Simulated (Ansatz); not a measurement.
# CH3BFN: the cost of one run

The runs use Ansatz 0.2.0, Gaussian basis; r2SCAN-D4/cc-pVDZ.

1 further run of the same task is left out (it didn't finish).

### Step 1. The starting structure

7 atoms, charge 0, spin multiplicity 1.

Atoms are counted from 1 here; the program's logs count them from 0.

Bond lengths: N1–C2 1.266 Å, N1–H5 1.022 Å, C2–B3 1.581 Å, C2–H6 1.090 Å, B3–F4 1.314 Å, B3–H7 1.173 Å. Angles: C2–N1–H5 114.1°, N1–C2–B3 126.4°, N1–C2–H6 114.2°, B3–C2–H6 119.4°, C2–B3–F4 117.4°, C2–B3–H7 125.4°, F4–B3–H7 117.2°.

As a file:

```mol
CH3BFN
  3D, bonds by distance, orders not assigned

  7  6  0  0  0  0  0  0  0  0999 V2000
    0.4832    1.0451   -1.0551 N   0  0
   -0.1106    0.7052    0.0104 C   0  0
   -0.2397   -0.7621    0.5849 B   0  0
    0.2817   -1.7368   -0.1257 F   0  0
    0.9033    0.2658   -1.5665 H   0  0
   -0.5585    1.5360    0.5565 H   0  0
   -0.7593   -1.0532    1.5954 H   0  0
  1  2  8  0
  1  5  8  0
  2  3  8  0
  2  6  8  0
  3  4  8  0
  3  7  8  0
M  END
```

### Step 2. The run

Input file md/in.yaml:

```yaml
crystal:
  periodic: [false, false, false]
  atoms:
    - {symbol: N, position_ang: [0.483180, 1.045130, -1.055050]}
    - {symbol: C, position_ang: [-0.110590, 0.705190, 0.010420]}
    - {symbol: B, position_ang: [-0.239690, -0.762060, 0.584920]}
    - {symbol: F, position_ang: [0.281670, -1.736810, -0.125670]}
    - {symbol: H, position_ang: [0.903310, 0.265790, -1.566470]}
    - {symbol: H, position_ang: [-0.558530, 1.535960, 0.556470]}
    - {symbol: H, position_ang: [-0.759350, -1.053210, 1.595390]}
basis:
  gaussian: {orbitals: cc-pVDZ}
hamiltonian: {xc: r2scan, dispersion: d4}
md: {n_steps: 60, timestep: 0.5, temperature: 1000, ensemble: nve, seed: 291, initial_velocities: maxwell_boltzmann}
```

Launch:

```
$ ansatz run in.yaml --threads 2 --pin off --events-out ev --progress --plain --max-ram 3481MiB
```

**Question.** How long does this run take on 2 threads of Arm Neoverse V2, shared host, and how much memory does it need?

About 73 s, with a peak of 0.13 GiB.
